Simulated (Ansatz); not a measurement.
# Cl2H4W: the cost of one run

Method: RKS PBE-D4/def2-SVP, in Ansatz 0.2.0.

**1. Starting point**

Bond lengths: W1–Cl2 2.590 Å, W1–H3 1.920 Å, W1–H4 1.720 Å, W1–H5 1.720 Å, W1–Cl6 2.390 Å, W1–H7 1.720 Å. Angles (14 of 15 angles, heavy atoms first): Cl2–W1–Cl6 90.0°, Cl2–W1–H3 46.0°, Cl2–W1–H4 90.0°, Cl2–W1–H5 115.6°, Cl2–W1–H7 154.4°, H3–W1–Cl6 90.0°, H4–W1–Cl6 180.0°, H5–W1–Cl6 90.0°, Cl6–W1–H7 90.0°, H3–W1–H4 90.0°, H3–W1–H5 161.6°, H3–W1–H7 108.4°, H4–W1–H5 90.0°, H4–W1–H7 90.0°.

Structure file:

```xyz
7

W     0.0000    0.0000    0.0000
Cl    1.1194    0.0000    2.3356
H     1.8219    0.0000    0.6057
H     0.0000    1.7200    0.0000
H    -1.7200    0.0000    0.0000
Cl    0.0000   -2.3900    0.0000
H     0.0000    0.0000   -1.7200
```

**2. Pulling towards end A**

Springs on the bonds that form and break draw the guess towards this end; the thresholds are loose.

Contents of input.yaml:

```yaml
crystal:
  periodic: [false, false, false]
  atoms:
    - { symbol: W, position_ang: [0.0, 0.0, 0.0] }
    - { symbol: Cl, position_ang: [1.1194, 0.0, 2.3356] }
    - { symbol: H, position_ang: [1.8219, 0.0, 0.6057] }
    - { symbol: H, position_ang: [0.0, 1.72, 0.0] }
    - { symbol: H, position_ang: [-1.72, 0.0, 0.0] }
    - { symbol: Cl, position_ang: [0.0, -2.39, 0.0] }
    - { symbol: H, position_ang: [0.0, 0.0, -1.72] }
basis:
  gaussian: { orbitals: def2-SVP }
hamiltonian:
  xc: pbe
  dispersion: d4
relax:
  f_tol: 0.15
  max_steps: 25
  restrain:
    - { distance: [1, 2], at: 2.57, k: 30.0 }
    - { distance: [0, 1], at: 2.39, k: 30.0 }
    - { distance: [0, 2], at: 1.72, k: 30.0 }
```

Started as:

```sh
ansatz run input.yaml --threads 1 --pin off --max-ram 2048MiB --backend cpu --events-out ev --progress --plain --runs-dir out
```

What time and memory should one allow on 1 thread of Arm Neoverse V1, shared host?

About 51 s, with a peak of 0.16 GiB.
